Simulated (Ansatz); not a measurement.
# Te2Mo: the cost of one run

Computed with Ansatz 0.2.0 (reference: DFT, HSE06, plane waves, PAW, unless a step's input says otherwise).

3 further runs of the same task are left out: 3 that didn't finish.

## 1. Starting point

The structure is trigonal, space group R-3m (No. 166). The conventional cell has a = 3.502 Å, b = 3.502 Å, c = 21.206 Å, α = 90.00°, β = 90.00°, γ = 120.00°. Mo (site symmetry -3m) has 6 Te at 2.73 Å as nearest neighbours. Te (site symmetry 3m) has 3 Mo at 2.73 Å as nearest neighbours.

As a file:

```
CELL_PARAMETERS angstrom
1.75095 1.01091 7.06877
-1.75095 1.01091 7.06877
0.00000 -2.02183 7.06877
ATOMIC_POSITIONS crystal
Mo 0.00000 0.00000 0.00000
Te 0.24656 0.24656 0.24656
Te 0.75344 0.75344 0.75344
```

## 2. The reference run

Input file input.yaml:

```yaml
crystal:
  lattice:
    - [1.7509539888, 1.0109137567, 7.0687660149]
    - [-1.7509539888, 1.0109137567, 7.0687660149]
    - [0.0, -2.0218275135, 7.0687660149]
  atoms:
    - { symbol: Mo, position: [0.0, 0.0, 0.0] }
    - { symbol: Te, position: [0.2465646676, 0.2465646676, 0.2465646676] }
    - { symbol: Te, position: [0.7534353324, 0.7534353324, 0.7534353324] }
kpoints:
  mp_grid: { grid: [4, 4, 4] }
hamiltonian:
  xc: hse06
scf:
  occupations: { method: fermi_dirac, width: 0.02 }
  n_extra_bands: 4
output:
  forces: true
  stress: true
  eigenvalues: true
```

Started as:

```bash
$ ansatz run input.yaml --threads 4 --pin off --max-ram 3686MiB --backend cpu --events-out ev --progress --plain --runs-dir out
```

Q: Estimate wall time and peak memory on 4 threads of an Arm CPU, shared host.

About 17 s, with a peak of 1.3 GiB.
